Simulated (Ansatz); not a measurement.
From input file to script: CH₇AlBNO, SMILES B[C](N)(O)[AlH2] in Ansatz 0.2.0.

```yaml
crystal:
  periodic: [false, false, false]
  atoms:
    - { symbol: B, position_ang: [-1.21, 0.1575, 0.9129] }
    - { symbol: C, position_ang: [-0.185, -0.2085, -0.2101] }
    - { symbol: "N", position_ang: [0.5394, -1.3933, 0.1891] }
    - { symbol: O, position_ang: [-0.7797, -0.4465, -1.419] }
    - { symbol: Al, position_ang: [1.0714, 1.3454, -0.4636] }
    - { symbol: H, position_ang: [-0.9131, 0.4598, 2.004] }
    - { symbol: H, position_ang: [-2.3812, 0.2521, 0.6353] }
    - { symbol: H, position_ang: [-0.05, -2.1825, 0.3037] }
    - { symbol: H, position_ang: [1.0214, -1.2112, 1.1781] }
    - { symbol: H, position_ang: [-0.1746, -0.7717, -2.0465] }
    - { symbol: H, position_ang: [2.6253, 1.1606, -0.1802] }
    - { symbol: H, position_ang: [0.5131, 2.7832, -0.8696] }
basis:
  gaussian:
    orbitals: cc-pVDZ
hamiltonian:
  xc:
    name: wB97M-V
output:
  forces: true
```

`energy_ch7albno.py`
```python
# -*- coding: utf-8 -*-
"""Electronic structure of the CH7AlBNO molecule."""

import ansatz as az
import numpy as np


def main():
    mol = (
        az.Crystal.molecule()
        .atom("B", [-1.21, 0.1575, 0.9129])
        .atom("C", [-0.185, -0.2085, -0.2101])
        .atom("N", [0.5394, -1.3933, 0.1891])
        .atom("O", [-0.7797, -0.4465, -1.419])
        .atom("Al", [1.0714, 1.3454, -0.4636])
        .atom("H", [-0.9131, 0.4598, 2.004])
        .atom("H", [-2.3812, 0.2521, 0.6353])
        .atom("H", [-0.05, -2.1825, 0.3037])
        .atom("H", [1.0214, -1.2112, 1.1781])
        .atom("H", [-0.1746, -0.7717, -2.0465])
        .atom("H", [2.6253, 1.1606, -0.1802])
        .atom("H", [0.5131, 2.7832, -0.8696])
    )

    base = (
        mol.calculation()
        .basis(gaussian="cc-pVDZ")
        .functional(az.LibraryFunctional("wB97M-V"))
        .forces()
    )
    report = base.session().plan(threads=1).execute().report

    for key in ("converged", "free_energy_ev", "reference_energy_ev", "n_frozen", "n_occupied", "n_virtual"):
        print(f"{key:22s} {report[key]}")

    field = report["mean_field"]
    print("<S^2> =", round(abs(field["state"]["spin_squared"]), 4), " all-electron relativity setting:", field["relativity"])
    print("passes:", field["passes"])
    if "symmetry" in field:
        print("occupied orbitals by irrep:", field["symmetry"]["occupied"])

    symbols = [site.symbol for site in mol.cartesian_sites]
    forces = np.array(report["forces_ev_ang"])
    print("largest force", round(float(np.linalg.norm(forces, axis=1).max()), 4), "eV/A, rms", round(float(np.sqrt((forces ** 2).mean())), 4))

    charges = report["charge_distribution"]
    print("dipole moment", round(4.803205 * float(np.linalg.norm(charges["dipole_moment_e_ang"])), 3), "D")
    print("Mulliken:", [(s, round(q, 3)) for s, q in zip(symbols, charges["mulliken_charges_e"])])


if __name__ == "__main__":
    main()
```

```console
$ python energy_ch7albno.py
converged              True
free_energy_ev         -11956.227668386824
reference_energy_ev    -11956.227668386824
n_frozen               0
n_occupied             [23, 23]
n_virtual              [86, 86]
<S^2> = 0.0  all-electron relativity setting: none
passes: {'evaluations': 18, 'products': 15}
occupied orbitals by irrep: [{'A': 23}, {'A': 23}]
largest force 4.6779 eV/A, rms 1.2913
dipole moment 1.434 D
Mulliken: [('B', 0.087), ('C', -0.037), ('N', -0.17), ('O', -0.2), ('Al', 0.342), ('H', -0.054), ('H', -0.045), ('H', 0.065), ('H', 0.111), ('H', 0.113), ('H', -0.106), ('H', -0.107)]
```

Notes:
- Total energies depend on the basis set; only differences at equal settings carry meaning.
- The geometry is a force-field or estimated start, not a minimum of this method, and the basis set is short of its limit.
- It ran for 12 s on 1 thread of Intel(R) Xeon(R) 6975P-C (Granite Rapids), with other jobs on the host, peak memory 0.39 GiB.

(A comment or docstring line of the script was reworded after the run, the code is as it ran; lines on the test bed's own set-up are left out of the output.)
